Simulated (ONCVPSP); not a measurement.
**Pseudopotential generation for oxygen: ONCV, PBEsol**

Aim: build the potential from the settings below, then test how well it stands in for the atom: other configurations, scattering, ghost states and the plane-wave cutoff that it needs.

The numbers are computed with ONCVPSP 4.0.1 (PBEsol, scalar-relativistic, spin-unpolarised reference atom).

## Step 1: The atom and the settings

The settings as typed:

```json
{
 "element": "oxygen (O, Z = 8)",
 "type": "optimised norm-conserving Vanderbilt (ONCV)",
 "frozen core": "[He]",
 "valence charge": "6",
 "reference configuration": "2s1.5 2p4.5",
 "partial waves": "2s: rc 0.70 bohr, ncon 5, nbas 8, qcut 9.8 1/bohr, 3 projectors, debl 2.3 Ha; 2p: rc 1.75 bohr, ncon 4, nbas 7, qcut 10 1/bohr, 2 projectors, debl 3.3 Ha",
 "local potential": "polynomial inside 0.50 bohr (lpopt 3, dvloc0 -1 Ha)",
 "core correction": "Teter function, fcfact 5.75, rcfact 1.05"
}
```

The nodes and maxima of the atom's own shells, from an earlier all-electron run, set the scale for the radii.

All-electron outer shells of the reference configuration (PBEsol, scalar-relativistic, ld1.x):

```json
{"shell": "1s", "level (eV)": "-513.12", "outermost node (bohr)": "–", "outermost maximum (bohr)": "0.13"}
{"shell": "2s", "level (eV)": "-24.05", "outermost node (bohr)": "0.28", "outermost maximum (bohr)": "0.87"}
{"shell": "2p", "level (eV)": "-9.19", "outermost node (bohr)": "–", "outermost maximum (bohr)": "0.82"}
```

## Step 2: Generation

Input file O.dat:

```
# ATOM AND REFERENCE CONFIGURATION
# atsym  z   nc   nv     iexc    psfile
  O 8.00    1    2  -116133      upf
#
#   n    l    f
    1    0    2.00
    2    0    1.50
    2    1    4.50
#
# PSEUDOPOTENTIAL AND OPTIMIZATION
# lmax
    1
#
#   l,   rc,      ep,       ncon, nbas, qcut
    0    0.70    0.00    5    8    9.80
    1    1.75    0.00    4    7   10.00
#
# LOCAL POTENTIAL
# lloc, lpopt,  rc(5),   dvloc0
    4    3    0.50   -1.00
#
# VANDERBILT-KLEINMAN-BYLANDER PROJECTORs
# l, nproj, debl
    0    3    2.30
    1    2    3.30
#
# MODEL CORE CHARGE
# icmod, fcfact, rcfact
    3    5.75    1.05
#
# LOG DERIVATIVE ANALYSIS
# epsh1, epsh2, depsh
   -2.00    5.00    0.02
#
# OUTPUT GRID
# rlmax, drl
    6.00    0.01
#
# TEST CONFIGURATIONS
# ncnf
    4
# nvcnf
#   n    l    f
    2
    2    0    2.00
    2    1    4.00
#
    2
    2    0    2.00
    2    1    3.00
#
    2
    2    0    2.00
    2    1    2.00
#
    2
    2    0    2.00
    2    1    1.00
#
```

Command:

```console
$ oncvpsp.x < O.dat > O.out
```

Before running it: what results should come out? Wanted: cutoffs for 1 and 0.1 mHa per electron, occupied waves; bound ghosts; GHOST(+) flags; largest test error; largest phase difference near zero energy, channels read; rms error of d²Exc/dn², without and with the model core.

The runs gave:

```
                                                quantity                   value
  cutoffs for 1 and 0.1 mHa per electron, occupied waves       118 Ha and 310 Ha
                                            bound ghosts         s at -588.67 eV
                                          GHOST(+) flags             s at 453 eV
                            largest test error (AE − PS)  +1301 meV, for 2s2 2p1
largest phase difference near zero energy, channels read               0.000 rad
 rms error of d²Exc/dn², without and with the model core       1.65 and 1.66 mHa
```

In words: A bound ghost (s) makes it unfit for use: electrons can fall into a state that the atom doesn't have. By total energies transferability is poor: the largest error is 1301 meV on 96.1 eV, for 2s2 2p1. That test lies far up in energy; among those under 40 eV, nearer to bonding, the largest error is 77 meV. It counts as very hard, with 118 Ha needed at the looser tolerance. The tighter tolerance needs 310 Ha, and converged work needs a cutoff nearer that. At the looser tolerance the 2s wave is the slowest; 2p needs 27 Ha. Near zero energy the phases of the channels with partial waves agree within 0.001 rad. The program also flags highly localised states, GHOST(+) (s). All of this concerns the isolated atom, not yet a solid.
